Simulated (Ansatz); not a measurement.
**SiGeH3 (doublet): from Hartree-Fock to the top rungs at distance Si1–Ge2 = 2.197 Å, cc-pVTZ**

One table from this session's results is given with a row withheld; the runs are named, their logs left out.

The runs use Ansatz 0.2.0, Gaussian basis; cc-pVTZ, core rule «outside noble gas», up to 19 orbitals frozen.

The runs, in order: UHF; CCSD(T) on ROHF; CCSD(T) on UHF; BCCD(T) on ROHF.

7 further runs of the same task are left out: 7 set aside as unsound or not needed.

## The geometry

The geometry derives from a PBE0/def2-TZVP stationary point (not a proven minimum). One bond is set to the value named and the two fragments are kept rigid. No spin-orbit coupling is included. The filled d shell of Ge may be among the frozen orbitals whatever the setting's name suggests.

5 atoms, charge 0, spin multiplicity 2.

Atoms are counted from 1 here; the program's logs count them from 0.

Bond lengths: Si1–Ge2 2.197 Å, Si1–H3 1.499 Å, Si1–H4 1.492 Å, Si1–H5 1.492 Å. Angles: Ge2–Si1–H3 101.6°, Ge2–Si1–H4 116.0°, Ge2–Si1–H5 116.0°, H3–Si1–H4 107.3°, H3–Si1–H5 107.3°, H4–Si1–H5 107.7°.

The first run:

in.yaml reads:

```yaml
crystal:
  periodic: [false, false, false]
  atoms:
    - {symbol: Si, position_ang: [-0.005629, 0.000000, 1.522573]}
    - {symbol: Ge, position_ang: [-0.001600, 0.000000, -0.674423]}
    - {symbol: H, position_ang: [1.462034, -0.000031, 1.826073]}
    - {symbol: H, position_ang: [-0.594923, 1.204279, 2.176366]}
    - {symbol: H, position_ang: [-0.594974, -1.204254, 2.176366]}
basis:
  gaussian: {orbitals: cc-pVTZ}
magnetization: {spin_polarized: true, initial_magnetization: 1}
hamiltonian: {xc: hf}
output: {orbitals: {seedname: orbitals}}
```

Command:

```
> ansatz run in.yaml --threads 1 --pin off --events-out ev --progress --plain --max-ram 4096MiB --backend cpu
```

Among the steps run: UHF; CCSD(T) on ROHF; CCSD(T) on UHF; BCCD(T) on ROHF.

One of the session's tables, all rows but one given; the rest of the session is left out.

| method | from RCCSD(T) (kcal/mol) |
| --- | --- |
| ROHF | +158.14 |
| UHF | +155.17 |
| RMP2 | +30.42 |
| UMP2 | +33.13 |
| RCCSD | +5.34 |
| UCCSD | +5.39 |
| RCCSD(T) | 0 |
| UCCSD(T) | ? |
| BCCD(T) | -0.02 |

Q: Estimate the row for UCCSD(T) from the others.

**Answer.** from RCCSD(T) (kcal/mol): +0.05. In the column «from RCCSD(T) (kcal/mol)» it lies between RCCSD(T) (0) and RCCSD (+5.34).

Caveats from the session: Warnings: spin contamination; coupled cluster took another determinant than the lowest. Restricted and unrestricted rows rest on different reference determinants; a gap between their highest levels can come from leftover correlation error, from unlike frozen cores or from another state.
